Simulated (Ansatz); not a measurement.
# Ti6Al6F: the cost of one run

Method: DFT PBE, scalar-relativistic, plane waves, PAW, in Ansatz 0.2.0.

6 further runs of the same task are left out: 6 set aside as unsound or not needed. Runs told in other sessions of the task aren't counted.

## (1) The structure to begin with

Symmetry: Pm, No. 6, monoclinic system. Conventional cell: a = 4.958 Å, b = 5.644 Å, c = 20.187 Å, α = 90.00°, β = 90.00°, γ = 90.00°. Ti (site symmetry 1) is surrounded by 3 Ti at 2.78 to 2.82 Å and 6 Al at 2.84 to 2.85 Å. Al (site symmetry m) is surrounded by 3 Al at 2.77 to 2.82 Å and 6 Ti at 2.85 to 2.86 Å. Around Ti (site symmetry 1) lie 4 Ti at 2.74 to 2.82 Å and 8 Al at 2.84 to 2.91 Å. Around Al (site symmetry m) lie 4 Al at 2.77 to 2.87 Å and 8 Ti at 2.80 to 2.86 Å. Around Ti (site symmetry 1) lie 3 Ti at 2.74 to 2.82 Å and 6 Al at 2.80 to 2.87 Å. Al (site symmetry m) has 1 F at 1.78 Å in its first shell of neighbours. Only part of the 10 independent sites is listed.

Structure file:

```
CELL_PARAMETERS angstrom
5.64371 0.00000 0.00000
0.00000 4.95804 0.00000
0.00000 0.00000 20.18715
ATOMIC_POSITIONS crystal
Ti 0.00000 0.32393 0.19815
Ti 0.50000 0.32393 0.19815
Al 0.25000 0.82393 0.19815
Al 0.75000 0.82393 0.19815
Ti 0.00000 0.63765 0.31235
Ti 0.50000 0.63765 0.31235
Al 0.25000 0.14017 0.31133
Al 0.75000 0.14017 0.31133
Ti 0.00000 0.95948 0.42257
Ti 0.50000 0.95948 0.42257
Al 0.25000 0.45653 0.43033
Al 0.75000 0.45653 0.43033
F 0.25000 0.45653 0.51851
```

This is the geometry of the first run shown, built on a cell relaxed beforehand with the same method.

## (2) What is varied

Atoms count from 1 in the order of the input.

F is moved over the surface cell; relaxed at each place: the height of the adsorbate's atoms; substrate rigid; the origin of the map has the adsorbate above Al11.

- position of F13 along the first surface vector, from above Al11: 6 values from 0.000 to 0.833, periodic
- position of F13 along the second surface vector, from above Al11: 6 values from 0.000 to 0.833, periodic

Relaxed at each point: the height of the adsorbate's atoms; substrate rigid. Points are written as (first, second).

The two vectors of the plane (Å): (2.822, 0.000, 0.000); (0.000, 4.958, 0.000).

## (3) The run at (0/6, 0/6) of the map's two axes

input.yaml reads:

```yaml
crystal:
  lattice:
    - [5.6437148484, 0.0, 0.0]
    - [0.0, 4.9580382202, 0.0]
    - [0.0, 0.0, 20.1871503241]
  atoms:
    - { symbol: Ti, position: [0.0, 0.32392942, 0.198145847] }
    - { symbol: Ti, position: [0.5, 0.32392942, 0.198145847] }
    - { symbol: Al, position: [0.25, 0.82392942, 0.198145847] }
    - { symbol: Al, position: [0.75, 0.82392942, 0.198145847] }
    - { symbol: Ti, position: [0.0, 0.6376472326, 0.3123548605] }
    - { symbol: Ti, position: [0.5, 0.6376472326, 0.3123548605] }
    - { symbol: Al, position: [0.25, 0.1401678783, 0.3113266784] }
    - { symbol: Al, position: [0.75, 0.1401678783, 0.3113266784] }
    - { symbol: Ti, position: [0.0, 0.9594831316, 0.4225709848] }
    - { symbol: Ti, position: [0.5, 0.9594831316, 0.4225709848] }
    - { symbol: Al, position: [0.25, 0.4565330558, 0.4303306898] }
    - { symbol: Al, position: [0.75, 0.4565330558, 0.4303306898] }
    - { symbol: F, position: [0.25, 0.4565330558, 0.5185055917] }
basis:
  ecutwfc: 420
kpoints:
  mp_grid: { grid: [5, 6, 1] }
hamiltonian:
  xc: pbe
  pseudopotentials: { kind: paw, azcp: { folder: soft_1 } }
scf:
  occupations: { method: gaussian, width: 0.1 }
output:
  forces: true
  eigenvalues: true
  write_density: true
  write_potential: true
  elf: true
  volumetric_format: npy
relax:
  adjacent_minimum: "off"
  f_tol: 0.025
  max_steps: 16
  constraints:
    - { sites: [0, 1, 2, 3, 4, 5, 6, 7, 8, 9, 10, 11] }
    - { sites: [12], fix: xy }
efield:
  axis: 3
  dipole_correction: true
  ramp_width: 0.04
```

Run with:

```bash
> ansatz run input.yaml --threads 4 --pin off --max-ram 12288MiB --backend cpu --events-out ev --progress --plain --runs-dir out
```

Q: Estimate wall time and peak memory on 4 threads of Arm Neoverse V1, shared host.

About 54 s, with a peak of 1.2 GiB.
